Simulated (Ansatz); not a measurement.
# CH7B2GaO: how energies converge with the basis set

One table from this session's results is given with a row withheld; the runs are named, their logs left out.

Computed with Ansatz 0.2.0, Gaussian basis. Level: one geometry, several basis sets.

Plan: PBE0-D4/def2-SVP; ωB97M-V/def2-SVP; PBE0-D4/def2-QZVPP; ωB97M-V/def2-QZVPP; the functionals' def2-TZVPP values are taken from earlier runs.

### The geometry

The geometry comes from an earlier relaxation with PBE0-D4 in a triple-zeta def2 set; it is a stationary point, not always the lowest conformer.

12 atoms, charge 0, spin multiplicity 1.

Atoms are counted from 1 here; the program's logs count them from 0.

Bond lengths: B1–B2 1.550 Å, B1–Ga3 2.125 Å, B1–H6 1.195 Å, B1–H7 1.221 Å, B2–O4 1.295 Å, Ga3–H8 1.583 Å, Ga3–H9 1.576 Å, O4–C5 1.429 Å, C5–H10 1.089 Å, C5–H11 1.090 Å, C5–H12 1.089 Å. Angles: B2–B1–Ga3 88.8°, B2–B1–H6 123.4°, B2–B1–H7 112.8°, Ga3–B1–H6 111.8°, Ga3–B1–H7 85.5°, H6–B1–H7 120.6°, B1–B2–O4 173.5°, B1–Ga3–H8 123.2°, B1–Ga3–H9 118.2°, H8–Ga3–H9 117.6°, B2–O4–C5 125.4°, O4–C5–H10 107.9°, O4–C5–H11 110.8°, O4–C5–H12 107.9°, H10–C5–H11 110.2°, H10–C5–H12 109.8°, H11–C5–H12 110.2°.

As a file:

```xyz
12
charge 0, multiplicity 1
B    -0.9341    0.9794    0.8999
B     0.0153    0.3117   -0.1275
Ga   -0.3966   -0.5202    2.3057
O     0.8530   -0.3323   -0.8756
C     0.9554   -0.2151   -2.2965
H    -0.7633    2.0787    1.3358
H    -2.0420    0.4671    0.9227
H    -0.3285   -2.0605    1.9468
H    -0.3298   -0.1228    3.8292
H     1.9718    0.0952   -2.5346
H     0.2399    0.5142   -2.6776
H     0.7591   -1.1954   -2.7283
```

Set-up of the first run:

The input, in.yaml:

```yaml
crystal:
  periodic: [false, false, false]
  atoms:
    - {symbol: B, position_ang: [-0.934143, 0.979376, 0.899934]}
    - {symbol: B, position_ang: [0.015251, 0.311679, -0.127508]}
    - {symbol: Ga, position_ang: [-0.396597, -0.520152, 2.305688]}
    - {symbol: O, position_ang: [0.852981, -0.332303, -0.875609]}
    - {symbol: C, position_ang: [0.955401, -0.215134, -2.296452]}
    - {symbol: H, position_ang: [-0.763295, 2.078724, 1.335819]}
    - {symbol: H, position_ang: [-2.042041, 0.467085, 0.922701]}
    - {symbol: H, position_ang: [-0.328512, -2.060477, 1.946834]}
    - {symbol: H, position_ang: [-0.329797, -0.122751, 3.829178]}
    - {symbol: H, position_ang: [1.971756, 0.095171, -2.534621]}
    - {symbol: H, position_ang: [0.239926, 0.514193, -2.677648]}
    - {symbol: H, position_ang: [0.759080, -1.195431, -2.728315]}
basis:
  gaussian: {orbitals: def2-SVP}
hamiltonian: {xc: pbe0, dispersion: d4}
output: {orbitals: {seedname: orbitals}}
```

Started as:

```bash
ansatz run in.yaml --threads 4 --pin off --events-out ev --progress --plain --max-ram 10444MiB
```

Steps of the session up to this table: PBE0-D4 in def2-SVP; ωB97M-V in def2-SVP; PBE0-D4 in def2-QZVPP; ωB97M-V in def2-QZVPP.

One of the session's tables, all rows but one given; the rest of the session is left out.

It belongs to the step «Functionals by basis». 

```
functional       basis  HOMO (eV)
   PBE0-D4    def2-SVP          ?
   PBE0-D4  def2-TZVPP      -6.43
   PBE0-D4  def2-QZVPP      -6.43
   ωB97M-V    def2-SVP      -8.32
   ωB97M-V  def2-TZVPP      -8.41
   ωB97M-V  def2-QZVPP      -8.41
```

**Question.** Estimate the row for PBE0-D4, def2-SVP.

The run gave: HOMO (eV): -6.37. In the column «HOMO (eV)» it is the highest.
